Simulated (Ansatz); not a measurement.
# HfN: a tetragonal deformation path

Aim: for HfN, look for other minima along a tetragonal path.

Computed with Ansatz 0.2.0 (DFT r2SCAN, scalar-relativistic, plane waves, PAW, unless a step's input says otherwise).

## 1. The system as given

It takes space group Fm-3m (No. 225, cubic). The conventional cell has a = 4.518 Å, b = 4.518 Å, c = 4.518 Å, α = 90.00°, β = 90.00°, γ = 90.00°. Around Hf (site symmetry m-3m) lie 6 N at 2.26 Å. Around N (site symmetry m-3m) lie 6 Hf at 2.26 Å.

Coordinates:

```
CELL_PARAMETERS angstrom
0.00000 2.25900 2.25900
2.25900 0.00000 2.25900
2.25900 2.25900 0.00000
ATOMIC_POSITIONS crystal
Hf 0.00000 0.00000 0.00000
N 0.50000 0.50000 0.50000
```

No relaxation comes first: the listed cell is the starting point.

## 2. The reference: the undisturbed cell on the scan's mesh

input.yaml

```yaml
crystal:
  lattice:
    - [0.0, 2.259, 2.259]
    - [2.259, 0.0, 2.259]
    - [2.259, 2.259, 0.0]
  atoms:
    - { symbol: Hf, position: [0.0, 0.0, 0.0] }
    - { symbol: "N", position: [0.5, 0.5, 0.5] }
basis:
  ecutwfc: 500
kpoints:
  mp_grid: { grid: [20, 20, 20] }
hamiltonian:
  xc: r2scan
scf:
  occupations: { method: gaussian, width: 0.15 }
output:
  forces: true
  stress: true
  eigenvalues: true
  write_density: true
  write_potential: true
  elf: true
  volumetric_format: npy
```

On the command line:

```sh
$ ansatz run input.yaml --threads 1 --pin off --max-ram 2560MiB --backend cpu --events-out ev --progress --plain --runs-dir out
```

Further runs follow: ρ = 0.707; point ρ = 1.414; At ρ = 0.850; At ρ = 1.200; point ρ = 0.780; point ρ = 1.300; ρ = 0.920; At ρ = 1.100; point ρ = 0.650; At ρ = 1.500.

Before running it: what results should come out? Wanted: highest point.

As calculated:

| quantity | value |
| --- | --- |
| highest point | 3650.5 meV/atom at ρ = 0.650 |

In words: The undisturbed cell stays the lowest of the sampled points. No further minimum shows among the sampled points. Spin-orbit coupling is left out for Hf. The final runs have no spin polarisation, so a magnetic state may lie lower.
